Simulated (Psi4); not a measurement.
**SiNH4ClO (SMILES N[SiH](O)Cl): M06-2X/6-31G(d) (spherical functions)**

Aim: the vertical ionisation energy of SiNH4ClO at M06-2X/6-31G* (spherical functions), from 2 runs. 

The calculation is run with Psi4 1.11.

2 further runs of the same task are left out: 2 that didn't finish.

**1. The system as given**

SiNH4ClO: 8 atoms, total charge 0, spin state singlet. SMILES: `N[SiH](O)Cl`. The coordinates come from a PBE0-D4/def2-TZVP relaxation. This is one conformer, not always the lowest.

Bond lengths: N1–Si2 1.700 Å, Si2–O3 1.631 Å, Si2–Cl4 2.058 Å, N1–H5 1.006 Å, N1–H6 1.007 Å, Si2–H7 1.474 Å, O3–H8 0.960 Å. Angles: N1–Si2–O3 111.2°, N1–Si2–Cl4 104.5°, O3–Si2–Cl4 112.6°, N1–Si2–H7 117.4°, O3–Si2–H7 103.8°, Cl4–Si2–H7 107.5°, Si2–N1–H5 120.7°, Si2–N1–H6 121.4°, Si2–O3–H8 116.7°, H5–N1–H6 112.4°.

**2. Energy and gradient at M06-2X/6-31G(d) (spherical functions)**

File job.py:

```python
import psi4

psi4.set_memory('2200 MB')
psi4.set_num_threads(1)
psi4.core.set_output_file('clh4nosi.out', False)

mol = psi4.geometry("""
N     -1.41691665     1.67354146    -0.54613085
Si     0.99097238    -0.42745605    -0.21788542
O      1.04180601    -1.62762111     2.62086116
Cl     0.32711159    -3.10217441    -2.96101186
H     -2.30017464     1.88594667    -2.21608183
H     -1.52482001     3.23596702     0.53479249
H      3.58424354     0.52383208    -0.58316948
H     -0.52817845    -2.26993902     3.26299010
units au
symmetry c1
""")

options = {'basis': '6-31G*', 'puream': True, 'e_convergence': 1e-09, 'd_convergence': 1e-08, 'scf_type': 'pk', 'dft_radial_points': 99, 'dft_spherical_points': 590}
psi4.set_options(options)

E, wfn = psi4.gradient("m06-2x", molecule=mol, return_wfn=True)
psi4.oeprop(wfn, "MULLIKEN_CHARGES", "WIBERG_LOWDIN_INDICES", "DIPOLE")
print('gradient / Eh bohr^-1')
print(E.np.round(6))
print(f'energy = {wfn.energy():.10f} Eh')
```

The run is started by

```bash
$ python job.py
```

clh4nosi.out, cut to the lines that bear on the results:

```text
[...]
  Running in c1 symmetry.
[...]
  Nuclear repulsion =  228.759091881909143
[...]
  Multiplicity = 1
[...]
  Nalpha       = 25
  Nbeta        = 25
[...]
    Number of basis functions: 72
[...]
   @RKS iter   1:  -881.82811128227399   -2.16029e-01   1.02599e-02 DIIS/ADIIS
[...]
   @RKS iter  11:  -882.05641189006508   -1.15961e-11   8.43669e-09 DIIS
[...]
    Orbital Energies [Eh]
    ---------------------
    Doubly Occupied:
       1A   -102.623936     2A    -67.067501     3A    -19.645720
       4A    -14.746001     5A     -9.790530     6A     -7.510543
       7A     -7.506635     8A     -7.506481     9A     -5.605062
      10A     -3.915243    11A     -3.913347    12A     -3.911804
      13A     -1.135785    14A     -0.968499    15A     -0.910756
      16A     -0.650626    17A     -0.582158    18A     -0.563543
      19A     -0.485123    20A     -0.474365    21A     -0.429674
      22A     -0.410900    23A     -0.381179    24A     -0.375828
      25A     -0.339097
[...]
  @RKS Final Energy:  -882.05641189006508
   => Energetics <=
    Nuclear Repulsion Energy =            228.7590918819091428
    One-Electron Energy =               -1673.0655778443860981
    Two-Electron Energy =                 593.7602831598243256
    DFT Exchange-Correlation Energy =     -31.5102090874125231
    Empirical Dispersion Energy =           0.0000000000000000
    VV10 Nonlocal Energy =                  0.0000000000000000
    Total Energy =                       -882.0564118900650783
[...]
  -Total Gradient:
     Atom            X                  Y                   Z
    ------   -----------------  -----------------  -----------------
       1        0.002387349637     0.001274332857     0.000068477204
       2       -0.008270191997    -0.004735888262     0.002402115915
       3       -0.005799228678     0.001534778251    -0.004629865270
       4        0.000901510312     0.002594392034     0.002688745521
       5        0.002617026403    -0.000689460623     0.003961169614
       6        0.000169616136    -0.003501363322    -0.002645382567
       7        0.001635392409     0.001260424782     0.000543493788
       8        0.006366287719     0.002358305581    -0.002533628517
[...]
 Multipole Moments:
 ------------------------------------------------------------------------------------
     Multipole            Electronic (a.u.)      Nuclear  (a.u.)        Total (a.u.)
 ------------------------------------------------------------------------------------
 L = 1.  Multiply by 2.5417464519 to convert [e a0] to [Debye]
 Dipole X            :          0.3775042           -1.0728176           -0.6953133
 Dipole Y            :         -4.1401100            5.0317101            0.8916001
 Dipole Z            :         -2.7664274            3.0944870            0.3280596
 Magnitude           :                                                    1.1772997
[...]
  Mulliken Charges: (a.u.)
   Center  Symbol    Alpha    Beta     Spin     Total
       1     N     3.96194  3.96194  0.00000 -0.92389
       2    SI     6.56724  6.56724  0.00000  0.86552
       3     O     4.36109  4.36109  0.00000 -0.72218
       4    CL     8.65663  8.65663  0.00000 -0.31327
       5     H     0.31766  0.31766  0.00000  0.36467
       6     H     0.31993  0.31993  0.00000  0.36014
       7     H     0.54284  0.54284  0.00000 -0.08568
       8     H     0.27266  0.27266  0.00000  0.45469
   Total alpha = 25.00000, Total beta = 25.00000, Total charge =  0.00000
[...]
```

Standard output:

```text
gradient / Eh bohr^-1
[[ 2.387e-03  1.274e-03  6.800e-05]
 [-8.270e-03 -4.736e-03  2.402e-03]
 [-5.799e-03  1.535e-03 -4.630e-03]
 [ 9.020e-04  2.594e-03  2.689e-03]
 [ 2.617e-03 -6.890e-04  3.961e-03]
 [ 1.700e-04 -3.501e-03 -2.645e-03]
 [ 1.635e-03  1.260e-03  5.430e-04]
 [ 6.366e-03  2.358e-03 -2.534e-03]]
energy = -882.0564118901 Eh
```

Run time: 51 s. Hardware: 1 thread of Intel Xeon Platinum 8259CL at 2.50GHz (Skylake/Cascade Lake), shared host; peak memory 1.2 GiB.

**3. The doublet cation**

File input.json:

```json
{
 "schema_name": "qcschema_input",
 "schema_version": 1,
 "molecule": {
  "schema_name": "qcschema_molecule",
  "schema_version": 2,
  "symbols": ["N", "Si", "O", "Cl", "H", "H", "H", "H"],
  "geometry": [-1.41691665, 1.67354146, -0.54613085, 0.99097238, -0.42745605, -0.21788542, 1.04180601, -1.62762111, 2.62086116, 0.32711159, -3.10217441, -2.96101186, -2.30017464, 1.88594667, -2.21608183, -1.52482001, 3.23596702, 0.53479249, 3.58424354, 0.52383208, -0.58316948, -0.52817845, -2.26993902, 3.2629901],
  "molecular_charge": 1,
  "molecular_multiplicity": 2,
  "fix_symmetry": "c1"
 },
 "driver": "gradient",
 "model": {
  "method": "m06-2x",
  "basis": "6-31G*"
 },
 "keywords": {
  "reference": "uks",
  "puream": true,
  "e_convergence": 1e-09,
  "d_convergence": 1e-08,
  "scf_type": "pk",
  "dft_radial_points": 99,
  "dft_spherical_points": 590,
  "maxiter": 100
 }
}
```

The run is started by

```bash
$ psi4 --qcschema input.json -n 1 --memory 2200MB
```

stdout, cut to the lines that bear on the results:

```text
[...]
  Running in c1 symmetry.
[...]
  Nuclear repulsion =  228.759091881909143
[...]
  Multiplicity = 2
[...]
  Nalpha       = 25
  Nbeta        = 24
[...]
    Number of basis functions: 72
[...]
   @UKS iter   1:  -881.41378671397717    1.98296e-01   1.00036e-02 DIIS/ADIIS
[...]
   @UKS iter  22:  -881.66878143213023   -1.65983e-11   8.59529e-09 DIIS
[...]
   @S^2 Observed:                7.562997865E-01
[...]
  @UKS Final Energy:  -881.66878143213023
   => Energetics <=
    Nuclear Repulsion Energy =            228.7590918819091428
    One-Electron Energy =               -1661.1883240887013926
    Two-Electron Energy =                 582.0891743079722573
    DFT Exchange-Correlation Energy =     -31.3287235333102174
    Empirical Dispersion Energy =           0.0000000000000000
    VV10 Nonlocal Energy =                  0.0000000000000000
    Total Energy =                       -881.6687814321302312
[...]
 Multipole Moments:
 ------------------------------------------------------------------------------------
     Multipole            Electronic (a.u.)      Nuclear  (a.u.)        Total (a.u.)
 ------------------------------------------------------------------------------------
 L = 1.  Multiply by 2.5417464519 to convert [e a0] to [Debye]
 Dipole X            :         -0.4522862           -1.0728176           -1.5251038
 Dipole Y            :         -2.3012085            5.0317101            2.7305016
 Dipole Z            :         -2.5898616            3.0944870            0.5046254
 Magnitude           :                                                    3.1680006
[...]
  -Total Gradient:
     Atom            X                  Y                   Z
    ------   -----------------  -----------------  -----------------
       1        0.018585771866    -0.039353091560     0.008129929141
       2       -0.064274781544     0.093202452322    -0.006677124371
       3        0.005604861941    -0.017619458733     0.012527131781
       4        0.002491337424    -0.014567031267    -0.008705945155
       5        0.016970845740     0.000048049456     0.016581252397
       6        0.007741872717    -0.015391833137    -0.015317569900
       7        0.006111812999    -0.015796162917     0.003724873875
       8        0.006781998817     0.009621622883    -0.010402451285
[...]
```

The result, in JSON:

```text
{
 "driver": "gradient",
 "model": {
  "method": "m06-2x",
  "basis": "6-31G*"
 },
 "success": true,
 "return_result": [0.018585771865812055, -0.03935309155969047, 0.008129929140833367, -0.0642747815435417, 0.0932024523220585, -0.006677124370526966, 0.005604861941252703, -0.017619458733337964, 0.012527131780989992, 0.0024913374242850287, -0.014567031266500732, -0.008705945154715927, 0.016970845740278462, 4.804945643327105e-05, 0.016581252396667245, 0.007741872717039789, -0.015391833137286412, -0.015317569900024766, 0.0061118129985046205, -0.01579616291726389, 0.003724873875273307, 0.006781998816677001, 0.009621622883126922, -0.01040245128534368],
 "properties": {
  "calcinfo_nbasis": 72,
  "calcinfo_nmo": 72,
  "calcinfo_nalpha": 25,
  "calcinfo_nbeta": 24,
  "calcinfo_natom": 8,
  "nuclear_repulsion_energy": 228.75909188190914,
  "return_energy": -881.6687814321302,
  "return_gradient": [0.018585771865812055, -0.03935309155969047, 0.008129929140833367, -0.0642747815435417, 0.0932024523220585, -0.006677124370526966, 0.005604861941252703, -0.017619458733337964, 0.012527131780989992, 0.0024913374242850287, -0.014567031266500732, -0.008705945154715927, 0.016970845740278462, 4.804945643327105e-05, 0.016581252396667245, 0.007741872717039789, -0.015391833137286412, -0.015317569900024766, 0.0061118129985046205, -0.01579616291726389, 0.003724873875273307, 0.006781998816677001, 0.009621622883126922, -0.01040245128534368],
  "scf_one_electron_energy": -1661.1883240887014,
  "scf_two_electron_energy": 582.0891743079723,
  "scf_xc_energy": -31.328723533310217,
  "scf_dipole_moment": [-1.5251038213389516, 2.7305016173238688, 0.5046253820975206],
  "scf_total_energy": -881.6687814321302,
  "scf_total_gradient": [0.018585771865812055, -0.03935309155969047, 0.008129929140833367, -0.0642747815435417, 0.0932024523220585, -0.006677124370526966, 0.005604861941252703, -0.017619458733337964, 0.012527131780989992, 0.0024913374242850287, -0.014567031266500732, -0.008705945154715927, 0.016970845740278462, 4.804945643327105e-05, 0.016581252396667245, 0.007741872717039789, -0.015391833137286412, -0.015317569900024766, 0.0061118129985046205, -0.01579616291726389, 0.003724873875273307, 0.006781998816677001, 0.009621622883126922, -0.01040245128534368],
  "scf_iterations": 22
 }
}
```

It took 1.8 min on 1 thread of Intel Xeon Platinum 8259CL at 2.50GHz (Skylake/Cascade Lake), shared host; peak memory 1.2 GiB.

**4. Results**

Level: M06-2X/6-31G* (spherical functions).

| quantity | value |
| --- | --- |
| singlet SiNH4ClO: total energy | -882.05641 Eh |
| singlet SiNH4ClO: dipole moment | 2.99 D |
| singlet SiNH4ClO: HOMO energy | -9.23 eV |
| singlet SiNH4ClO: LUMO energy | 2.28 eV |
| singlet SiNH4ClO: HOMO–LUMO gap | 11.51 eV |
| singlet SiNH4ClO: largest force on an atom | 0.505 eV/Å |
| doublet cation: total energy | -881.66878 Eh |
| doublet cation: HOMO energy (highest over α and β) | -15.41 eV |
| doublet cation: LUMO energy (lowest over α and β) | -11.62 eV |
| doublet cation: ⟨S²⟩ | 0.756 |
| doublet cation: largest force on an atom | 5.832 eV/Å |
| vertical ionisation energy (to the doublet cation) | 10.548 eV |

What this shows: The vertical ionisation energy comes to 10.55 eV (243 kcal/mol). The largest force (singlet SiNH4ClO) is 0.51 eV/Å: the shape isn't a stationary point for this species at this level. −ε(HOMO) before ionisation, 9.23 eV, is 1.32 eV below this ionisation energy. Mulliken charges (singlet SiNH4ClO) run from -0.92 on N1 to +0.87 on Si2; they depend strongly on the basis.
